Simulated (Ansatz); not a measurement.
# MgSnH₃+: a relaxation

Aim: see where a relaxation from this start ends.

The runs use Ansatz 0.2.0, Gaussian basis; revPBE-D4/def2-SVP.

1 further run of the same task is left out (it didn't finish).

**1. The starting structure**

The start, displaced at random: 5 atoms, charge 1, spin multiplicity 1.

Atoms are counted from 1 here; the program's logs count them from 0.

Bond lengths: Mg1–Sn2 2.737 Å, Mg1–H3 1.703 Å, Sn2–H4 1.856 Å, Sn2–H5 1.805 Å. Angles: Sn2–Mg1–H3 175.9°, Mg1–Sn2–H4 137.9°, Mg1–Sn2–H5 137.6°, H4–Sn2–H5 84.0°.

As a file:

```
Mg    0.6063   -1.3805    0.9157
Sn   -0.3063    0.7082   -0.5987
H     1.1763   -2.6039    1.9544
H    -1.7782    1.1010   -1.6586
H     0.1020    2.4482   -0.8533
```

**2. The relaxation**

Contents of run/in.yaml:

```yaml
crystal:
  periodic: [false, false, false]
  atoms:
    - {symbol: Mg, position_ang: [0.606318, -1.380469, 0.915744]}
    - {symbol: Sn, position_ang: [-0.306272, 0.708187, -0.598745]}
    - {symbol: H, position_ang: [1.176287, -2.603859, 1.954431]}
    - {symbol: H, position_ang: [-1.778198, 1.101033, -1.658600]}
    - {symbol: H, position_ang: [0.101963, 2.448167, -0.853296]}
basis:
  gaussian: {orbitals: def2-SVP}
total_charge: 1
hamiltonian: {xc: {name: revPBE}, dispersion: d4}
relax: {f_tol: 0.002, max_steps: 30, max_displacement: 0.2}
```

Started as:

```console
$ ansatz run in.yaml --threads 2 --pin off --events-out ev --progress --plain --max-ram 3481MiB
```

**Question.** What will these runs give? Wanted: energy change; last largest force; RMSD from the start.

The runs gave:

| quantity | value |
| --- | --- |
| steps | 7 |
| energy change | -38.9 kJ/mol |
| last largest force | 0.0006 eV/Å |
| RMSD from the start | 0.158 Å |

**Reading.** It converged in 7 steps at a force tolerance of 0.002 eV/Å.
